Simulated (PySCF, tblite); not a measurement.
# C₃H₁₁Ge₂N: geometry, infrared bands and NMR shifts

What infrared bands and NMR shifts should C₃H₁₁Ge₂N (`[GeH3][N]([GeH3])C1CC1`) show?

The runs use tblite 0.8.0 and PySCF 2.14.0, with density-fitted response routines of our own; the level of theory stands in each step. All values are computed, except where a source is named. Atoms count from 0, in the outputs and in this text.

## 1. Starting geometry

17 atoms, charge 0, multiplicity 1; geometry from: force field or distance geometry start.

Bonds of the start (Å): Ge0–N1 1.87, N1–Ge2 1.87, N1–C3 1.45, C3–C4 1.51, C4–C5 1.54, C5–C3 1.51, Ge0–H6 1.55, Ge0–H7 1.54, Ge0–H8 1.56, Ge2–H9 1.54, Ge2–H10 1.57, Ge2–H11 1.55, C3–H12 1.12, C4–H13 1.10, C4–H14 1.12, C5–H15 1.11, C5–H16 1.11.

## 2. Geometry optimisation with GFN2-xTB

What the job is given:

```
{"job": {"kind": "relax", "xc": "GFN2-xTB", "basis": "xTB"}, "charge": 0, "multiplicity": 1}
Ge    -1.741700     1.238300    -0.141900
N     -0.417600    -0.015700    -0.569100
Ge    -1.168100    -1.688900    -0.180200
C      0.662600     0.298200     0.341600
C      1.942400    -0.496600     0.354000
C      1.877500     0.864200    -0.358200
H     -1.781000     1.309900     1.407300
H     -3.099600     0.852200    -0.755700
H     -1.208900     2.590700    -0.711600
H     -0.903300    -2.122300     1.277500
H     -2.704200    -1.549700    -0.486800
H     -0.672800    -2.803000    -1.142500
H      0.359400     0.856300     1.262900
H      2.026700    -1.409600    -0.260200
H      2.506700    -0.407800     1.314400
H      2.432200     1.711300     0.106800
H      1.882800     0.784500    -1.468200
```

Launch:

```bash
OMP_NUM_THREADS=1 python probes_run.py task.json out
```

The driver reads the jobs from task.json and runs them one after another.

**Question.** This job is followed by: GFN2-xTB harmonic vibrations, gas phase; GIAO PBE0/pcSseg-1 NMR shielding, non-relativistic, gas phase. Predict these results of the whole session: strongest single infrared mode (GFN2-xTB); zero-point energy (GFN2-xTB); 13C shifts against TMS (PBE0/pcSseg-1, means over atoms taken as alike); 1H shifts against TMS (PBE0/pcSseg-1, means over atoms taken as alike); 73Ge shifts against GeMe4 (PBE0/pcSseg-1, means over atoms taken as alike); 15N shifts against NH3 (PBE0/pcSseg-1).

As calculated:

| quantity | value |
| --- | --- |
| strongest single infrared mode (GFN2-xTB) | 739 cm⁻¹, 813 km/mol |
| zero-point energy (GFN2-xTB) | 75.0 kcal/mol |
| 13C shifts against TMS (PBE0/pcSseg-1, means over atoms taken as alike) | 37.0, 7.1 ppm |
| 1H shifts against TMS (PBE0/pcSseg-1, means over atoms taken as alike) | 4.41, 2.47, 0.57, 0.54 ppm |
| 73Ge shifts against GeMe4 (PBE0/pcSseg-1, means over atoms taken as alike) | -135 ppm |
| 15N shifts against NH3 (PBE0/pcSseg-1) | 6.3 ppm |

In words: Over 163 steps the energy fell by 0.746 eV; of the close pairs, Ge2–H10 changed most, 1.573 to 1.493 Å. All 45 modes are real, so the xTB geometry is a minimum. The strongest single mode, at 739 cm⁻¹, has its largest shares on N1, H10 and H7 (the list is cut at 3 atoms). GFN2-xTB is a fitted tight-binding method: band positions and strengths are rough. Its intensities can rank the bands wrongly. At PBE0/pcSseg-1: The widest tensor belongs to Ge0, Ge2: span 331 ppm, with a paramagnetic part of -1290 ppm. Spin-orbit coupling is left out, which matters for shieldings and couplings at and beside the heavy atoms.
